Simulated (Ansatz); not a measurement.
# ClH3NOSc: a ladder of functionals and wavefunction methods

The task here is to estimate one member of a computed series from the others.

Method: functionals in def2-TZVPP, the program's frozen cores in correlated methods; program: Ansatz 0.2.0, Gaussian basis.

Plan: LDA (SPW92), PBE-D4, revPBE-D4, BLYP-D4, r2SCAN-D4, B97M-V, PBE0-D4, B3LYP-D4, r2SCANh-D4, r2SCAN0-D4, HSE06-D4, BHLYP-D4, CAM-B3LYP-D4, LC-ωPBE, ωB97X-V, ωB97M-V, B2PLYP, PBE-QIDH; CCSD(T)/def2-SVP; CCSD(T)/def2-TZVPP; MP2/def2-QZVPP; extrapolation to the limit; RPA on PBE.

**Structure used throughout**

All runs share one geometry, relaxed beforehand with PBE0-D4 in a triple-zeta def2 set.

7 atoms, charge 0, spin multiplicity 1.

Atoms are counted from 1 here; the program's logs count them from 0.

Bond lengths: N1–Sc2 1.963 Å, N1–H5 1.013 Å, N1–H6 1.012 Å, Sc2–O3 1.851 Å, Sc2–Cl4 2.329 Å, O3–H7 0.953 Å. Angles: Sc2–N1–H5 125.3°, Sc2–N1–H6 126.8°, H5–N1–H6 107.9°, N1–Sc2–O3 114.7°, N1–Sc2–Cl4 118.3°, O3–Sc2–Cl4 127.0°, Sc2–O3–H7 168.5°.

Coordinates:

```mol
ClH3NOSc
  3D, bonds by distance, orders not assigned

  7  6  0  0  0  0  0  0  0  0999 V2000
   -0.7158    1.2492   -0.0622 N   0  0
   -0.0290   -0.5819   -0.2287 Sc  0  0
    1.5098   -0.9228    0.7428 O   0  0
   -1.1899   -2.0758   -1.5871 Cl  0  0
   -1.5438    1.6073   -0.5227 H   0  0
   -0.3175    1.9982    0.4890 H   0  0
    2.2862   -1.2741    1.1690 H   0  0
  1  2  8  0
  2  3  8  0
  2  4  8  0
  1  5  8  0
  1  6  8  0
  3  7  8  0
M  END
```

Set-up of the first run:

in.yaml reads:

```yaml
crystal:
  periodic: [false, false, false]
  atoms:
    - {symbol: N, position_ang: [-0.715833, 1.249153, -0.062182]}
    - {symbol: Sc, position_ang: [-0.028966, -0.581948, -0.228734]}
    - {symbol: O, position_ang: [1.509792, -0.922814, 0.742806]}
    - {symbol: Cl, position_ang: [-1.189913, -2.075806, -1.587108]}
    - {symbol: H, position_ang: [-1.543797, 1.607298, -0.522693]}
    - {symbol: H, position_ang: [-0.317485, 1.998248, 0.488969]}
    - {symbol: H, position_ang: [2.286201, -1.274131, 1.168952]}
basis:
  gaussian: {orbitals: def2-TZVPP}
hamiltonian: {xc: lda}
output: {orbitals: {seedname: orbitals}}
```

Steps of the session up to this table: LDA; PBE-D4 (GGA); revPBE-D4 (GGA); BLYP-D4 (GGA); r2SCAN-D4 (meta-GGA); B97M-V (meta-GGA); PBE0-D4 (hybrid); B3LYP-D4 (hybrid); r2SCANh-D4 (hybrid); r2SCAN0-D4 (hybrid); HSE06-D4 (hybrid); BHLYP-D4 (hybrid); CAM-B3LYP-D4 (range-separated); LC-ωPBE (range-separated); ωB97X-V (range-separated); ωB97M-V (range-separated); B2PLYP (double hybrid); PBE-QIDH (double hybrid).

One table of the session follows, with a row left open; its other results are not shown here.

It belongs to the step «Orbital energies across the functionals». 

```
  functional  HOMO (eV)  LUMO (eV)  gap (eV)
 LDA (SPW92)      -6.31      -2.97      3.34
      PBE-D4      -6.11      -2.73      3.38
   revPBE-D4          ?          ?         ?
     BLYP-D4      -6.00      -2.75      3.25
   r2SCAN-D4      -6.37      -2.43      3.94
      B97M-V      -6.40      -2.60      3.80
     PBE0-D4      -7.44      -1.81      5.63
    B3LYP-D4      -7.22      -2.19      5.03
  r2SCANh-D4      -6.87      -2.10      4.77
  r2SCAN0-D4      -7.63      -1.62      6.01
    HSE06-D4      -7.03      -2.18      4.84
    BHLYP-D4      -8.67      -1.11      7.56
CAM-B3LYP-D4      -8.89      -1.00      7.89
     LC-ωPBE     -10.30       0.28     10.58
     ωB97X-V      -9.91       0.09     10.00
     ωB97M-V      -9.82      -0.25      9.57
```

**Question.** Estimate the row for revPBE-D4.

As computed: HOMO (eV): -6.04; LUMO (eV): -2.59; gap (eV): 3.45. In the column «HOMO (eV)» it lies between PBE-D4 (-6.11) and BLYP-D4 (-6.00).
